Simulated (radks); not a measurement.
# Mo³⁺ in [Ar] 3d10 4s2 4p5.5 4d3.5: an all-electron calculation

An exercise on one series of results from a longer session: the logs are not shown, and one member is left open.

Method: scalar-relativistic Kohn-Sham, LDA (Slater exchange, Perdew-Zunger correlation), spin-polarised, spherical densities, finite nucleus; open shells are filled with parallel spins first. Code: radks (a radial shooting solver on a logarithmic mesh, Libxc functionals) version 1.

## Starting point

* element: molybdenum (Z = 42)
* charge: +3
* electrons: 39
* configuration: [Ar] 3d10 4s2 4p5.5 4d3.5
* nuclear rms radius: 4.4091 fm

Set-up of the first run:

The run's settings:

```text
Z 42
configuration [Ar] 3d10 4s2 4p5.5 4d3.5
relativity scalar-relativistic
functional lda,pz
spin polarised
nucleus finite rms 4.4091 fm
c 137.035999084
```

One table of the session follows, with a row left open; its other results are not shown here.

It belongs to the step «Orbitals and density». Sizes of the orbitals, from the radial functions (bohr):

```
  level      <r>  outermost maximum (interpolated)  90 % within  nodes
  1s up  0.03521                            0.0229       0.0631      0
1s down  0.03520                            0.0229       0.0631      0
  2s up   0.1539                             0.130        0.238      1
2s down   0.1539                             0.130        0.238      1
  2p up   0.1340                             0.104        0.218      0
2p down   0.1340                             0.104        0.218      0
  3s up   0.4297                             0.384        0.635      2
3s down   0.4296                             0.384        0.635      2
  3p up   0.4312                             0.377        0.652      1
3p down   0.4310                             0.377        0.651      1
  3d up        ?                                 ?            ?      ?
3d down   0.4151                             0.322        0.664      0
  4s up    1.094                             0.984         1.59      3
4s down    1.091                             0.981         1.59      3
  4p up    1.208                              1.06         1.78      2
4p down    1.205                              1.06         1.78      2
  4d up    1.586                              1.30         2.44      1
4d down    1.608                              1.30         2.49      1
```

**Question.** Estimate the row for 3d up.

The run gave: <r>: 0.4155; outermost maximum (interpolated): 0.322; 90 % within: 0.665; nodes: 0. In the column «<r>» it lies between 3d down (0.4151) and 3s down (0.4296).
